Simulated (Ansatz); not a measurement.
# C₂H₇NSi: one species, many methods

How much do the methods differ for C₂H₇NSi? The plan is to run it at one geometry with functionals of several rungs and with coupled cluster, and see how far each lands from CCSD(T) at the basis-set limit for the atomisation energy.

The runs use Ansatz 0.2.0, Gaussian basis; functionals in def2-TZVPP, the program's frozen cores in correlated methods.

Plan: LDA (SPW92), PBE-D4, revPBE-D4, BLYP-D4, r2SCAN-D4, B97M-V, PBE0-D4, B3LYP-D4, r2SCANh-D4, r2SCAN0-D4, HSE06-D4, BHLYP-D4, CAM-B3LYP-D4, LC-ωPBE, ωB97X-V, ωB97M-V, B2PLYP, PBE-QIDH; CCSD(T)/def2-SVP; CCSD(T)/def2-TZVPP; MP2/def2-QZVPP; extrapolation to the limit; RPA on PBE.

**1. Structure used throughout**

The geometry comes from an earlier relaxation with PBE0-D4 in a triple-zeta def2 set; it is a stationary point, not always the lowest conformer.

11 atoms, charge 0, spin multiplicity 1.

Atoms are counted from 1 here; the program's logs count them from 0.

Bond lengths: C1–Si2 1.869 Å, C1–H5 1.092 Å, C1–H6 1.092 Å, C1–H7 1.093 Å, Si2–C3 1.892 Å, Si2–H8 1.490 Å, Si2–H9 1.490 Å, C3–N4 1.270 Å, C3–H10 1.099 Å, N4–H11 1.024 Å. Angles: Si2–C1–H5 110.7°, Si2–C1–H6 110.9°, Si2–C1–H7 110.8°, H5–C1–H6 108.3°, H5–C1–H7 107.9°, H6–C1–H7 108.2°, C1–Si2–C3 111.1°, C1–Si2–H8 109.9°, C1–Si2–H9 111.5°, C3–Si2–H8 109.0°, C3–Si2–H9 106.1°, H8–Si2–H9 109.1°, Si2–C3–N4 126.2°, Si2–C3–H10 118.5°, N4–C3–H10 115.3°, C3–N4–H11 110.9°.

**2. LDA**

This LDA is Slater exchange with PW92 correlation.

in.yaml

```yaml
crystal:
  periodic: [false, false, false]
  atoms:
    - {symbol: C, position_ang: [-0.947728, 1.377579, 0.013168]}
    - {symbol: Si, position_ang: [-0.123325, -0.153719, -0.672287]}
    - {symbol: C, position_ang: [1.245494, -0.765095, 0.482055]}
    - {symbol: N, position_ang: [1.296926, -1.901064, 1.048695]}
    - {symbol: H, position_ang: [-1.734354, 1.726939, -0.659527]}
    - {symbol: H, position_ang: [-1.396014, 1.174937, 0.988146]}
    - {symbol: H, position_ang: [-0.223400, 2.186858, 0.132350]}
    - {symbol: H, position_ang: [0.465177, 0.141474, -2.008650]}
    - {symbol: H, position_ang: [-1.088530, -1.281625, -0.802327]}
    - {symbol: H, position_ang: [2.082525, -0.089523, 0.707168]}
    - {symbol: H, position_ang: [0.488430, -2.473862, 0.791811]}
basis:
  gaussian: {orbitals: def2-TZVPP}
hamiltonian: {xc: lda}
output: {orbitals: {seedname: orbitals}}
```

The run is started by

```console
ansatz run in.yaml --threads 2 --pin off --events-out ev --progress --plain --max-ram 4352MiB
```

The runs that follow: PBE-D4 (GGA); revPBE-D4 (GGA); BLYP-D4 (GGA); r2SCAN-D4 (meta-GGA); B97M-V (meta-GGA); B3LYP-D4 (hybrid); r2SCANh-D4 (hybrid); r2SCAN0-D4 (hybrid); HSE06-D4 (hybrid); BHLYP-D4 (hybrid); CAM-B3LYP-D4 (range-separated); LC-ωPBE (range-separated); ωB97X-V (range-separated); ωB97M-V (range-separated); B2PLYP (double hybrid); PBE-QIDH (double hybrid); CCSD(T) in def2-SVP; CCSD(T) in def2-TZVPP; MP2 in def2-QZVPP; RPA on PBE orbitals.

Q: Predict the results of all the runs planned. Wanted: atomisation energy, CCSD(T)/CBS; farthest beyond LDA; mean size of error, GGA; mean size of error, meta-GGA; mean size of error, hybrid; mean size of error, range-separated; mean size of error, double hybrid; gap, smallest and largest; T1 diagnostic.

**Answer**, as computed:

```
                               quantity                                                                                 value
        atomisation energy, CCSD(T)/CBS                                                                        951.0 kcal/mol
functionals within 4.8 kcal/mol (0.5 %)  revPBE-D4, BLYP-D4, r2SCAN-D4, B97M-V, PBE0-D4, B3LYP-D4, HSE06-D4, ωB97X-V, ωB97M-V
                    farthest beyond LDA                                                             BHLYP-D4 (-21.8 kcal/mol)
                mean size of error, GGA                                                                          7.4 kcal/mol
           mean size of error, meta-GGA                                                                          1.6 kcal/mol
             mean size of error, hybrid                                                                          7.9 kcal/mol
    mean size of error, range-separated                                                                          4.8 kcal/mol
      mean size of error, double hybrid                                                                          8.7 kcal/mol
              gap, smallest and largest                                             3.56 eV (LDA (SPW92)), 11.38 eV (LC-ωPBE)
                          T1 diagnostic                                                                                0.0118
triples share of the correlation energy                                                                                 4.0 %
```

The LDA atomisation energy is off by 124.5 kcal/mol (13 %): it overbinds. PBE-D4 misses by +15.9 kcal/mol. Double hybrids carry the basis error of their MP2 part in triple zeta, and no dispersion term here, so their miss is partly the set-up's. Taken by rung, meta-GGA functionals do best (1.6 kcal/mol on average) and double hybrid ones worst beyond LDA (8.7 kcal/mol). The reference freezes the cores and leaves out relativity and excitations past (T), so misses under about 4.8 kcal/mol can't be ranked. Hartree-Fock recovers 73 % of the binding; the rest is correlation. CCSD(T) in def2-SVP is off by -54.0 kcal/mol, which most functionals beat. Orbital gaps span 3.6 to 11.4 eV; exact exchange widens them. The restricted reference is unstable towards a spin-broken one.
